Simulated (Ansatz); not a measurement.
# TiB4Mo: the cost of one run

Method: DFT LDA, scalar-relativistic, plane waves, PAW, in Ansatz 0.2.0.

1 further run of the same task is left out (set aside as unsound or not needed).

### 1 The system as given

It takes space group P6/mmm (No. 191, hexagonal). The conventional cell has a = 3.052 Å, b = 3.052 Å, c = 6.427 Å, α = 90.00°, β = 90.00°, γ = 120.00°. Around Ti (site symmetry 6/mmm) lie 12 B at 2.36 Å. B (site symmetry 3m) is surrounded by 3 B at 1.76 Å and 3 Ti at 2.36 Å and 3 Mo at 2.41 Å. Around Mo (site symmetry 6/mmm) lie 12 B at 2.41 Å.

Structure file:

```
Ti B Mo
1.0
     3.05249    0.00000    0.00000
    -1.52624    2.64353    0.00000
     0.00000    0.00000    6.42690
Ti B Mo
1 4 1
Direct
  0.00000 0.00000 0.50000
  0.33333 0.66667 0.74436
  0.33333 0.66667 0.25564
  0.66667 0.33333 0.74436
  0.66667 0.33333 0.25564
  0.00000 0.00000 0.00000
```

It goes back to an entry of the Materials Project, which need not be the stable form.

It is the result of an earlier relaxation at this level (volume 8.64 Å³/atom; gap on the mesh: none (metal)).

### 2 Relaxing with LDA

The input, input.yaml:

```yaml
crystal:
  lattice:
    - [3.0524874365, 0.0, 0.0]
    - [-1.5262437182, 2.6435316648, 0.0]
    - [0.0, 0.0, 6.4268998534]
  atoms:
    - { symbol: Ti, position: [0.0, 0.0, 0.5] }
    - { symbol: B, position: [0.3333333333, 0.6666666667, 0.7443606942] }
    - { symbol: B, position: [0.3333333333, 0.6666666667, 0.2556393058] }
    - { symbol: B, position: [0.6666666667, 0.3333333333, 0.7443606942] }
    - { symbol: B, position: [0.6666666667, 0.3333333333, 0.2556393058] }
    - { symbol: Mo, position: [0.0, 0.0, 0.0] }
basis:
  ecutwfc: 420
kpoints:
  mp_grid: { grid: [15, 15, 6] }
hamiltonian:
  xc: lda
scf:
  occupations: { method: gaussian, width: 0.1 }
output:
  forces: true
  stress: true
  eigenvalues: true
relax:
  adjacent_minimum: "off"
  f_tol: 0.005
  max_steps: 50
  cell: { stress_tol: 0.05 }
```

Run with:

```
$ ansatz run input.yaml --threads 1 --pin off --max-ram 2560MiB --backend cpu --events-out ev --progress --plain --runs-dir out
```

Q: Estimate wall time and peak memory on 1 thread of Arm Neoverse V2, shared host.

About 45 s, with a peak of 0.42 GiB.
